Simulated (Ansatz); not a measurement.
**BH5N2O: a dynamics run in two tries**

Wanted: a short trajectory, and a check that the input is sound. SMILES of the start: NB(N)O.

Method: RKS PBE0/def2-SVP, in Ansatz 0.2.0.

### 1 The starting structure

Bond lengths: B1–O2 1.382 Å, O2–H3 0.959 Å, B1–N4 1.419 Å, N4–H5 1.008 Å, N4–H6 1.009 Å, B1–N7 1.427 Å, N7–H8 1.009 Å, N7–H9 1.009 Å. Angles: B1–O2–H3 113.0°, O2–B1–N4 116.5°, O2–B1–N7 121.7°, N4–B1–N7 121.7°, B1–N4–H5 124.6°, B1–N4–H6 120.8°, H5–N4–H6 114.5°, B1–N7–H8 123.6°, B1–N7–H9 123.1°, H8–N7–H9 113.1°.

Structure file:

```xyz
9

B    -0.0214   -0.0141   -0.0578
O     0.0217    0.0211    1.3232
H    -0.8469   -0.0289    1.7259
N     1.2195    0.1125   -0.7336
H     1.3328    0.0802   -1.7342
H     2.0778    0.2395   -0.2187
N    -1.2504   -0.1633   -0.7670
H    -2.1391   -0.3229   -0.3169
H    -1.3035   -0.2055   -1.7737
```

### 2 First attempt

Input file input.yaml:

```yaml
crystal:
  periodic: [false, false, false]
  atoms:
    - { symbol: B, position_ang: [-0.021398, -0.014108, -0.057813] }
    - { symbol: O, position_ang: [0.021656, 0.02111, 1.32315] }
    - { symbol: H, position_ang: [-0.846873, -0.02885, 1.725928] }
    - { symbol: "N", position_ang: [1.219537, 0.11249, -0.733633] }
    - { symbol: H, position_ang: [1.332754, 0.0802, -1.734243] }
    - { symbol: H, position_ang: [2.077826, 0.239496, -0.218716] }
    - { symbol: "N", position_ang: [-1.250432, -0.163311, -0.766952] }
    - { symbol: H, position_ang: [-2.139075, -0.322927, -0.316922] }
    - { symbol: H, position_ang: [-1.303494, -0.2055, -1.773698] }
basis:
  gaussian: { orbitals: def2-SVP }
hamiltonian:
  xc: pbe0
md:
  timestep: 0.5
  n_steps: 25
  ensemble: npt_langevin
  temperature: 200.0
  initial_velocities: maxwell_boltzmann
  seed: 750816
  friction: 0.01
  pressure: 1.0
```

Launch:

```
ansatz run input.yaml --threads 2 --pin off --max-ram 3072MiB --backend cpu --events-out ev --progress --plain --runs-dir out
```

Q: Predict the outcome of this session. Wanted: first try.

The runs gave:

| quantity | value |
| --- | --- |
| first try | refused |
| cause | a barostat needs a periodic cell, and a molecule in free space has none |

In words: The fault in the first input was caught at the input check and cost nothing.
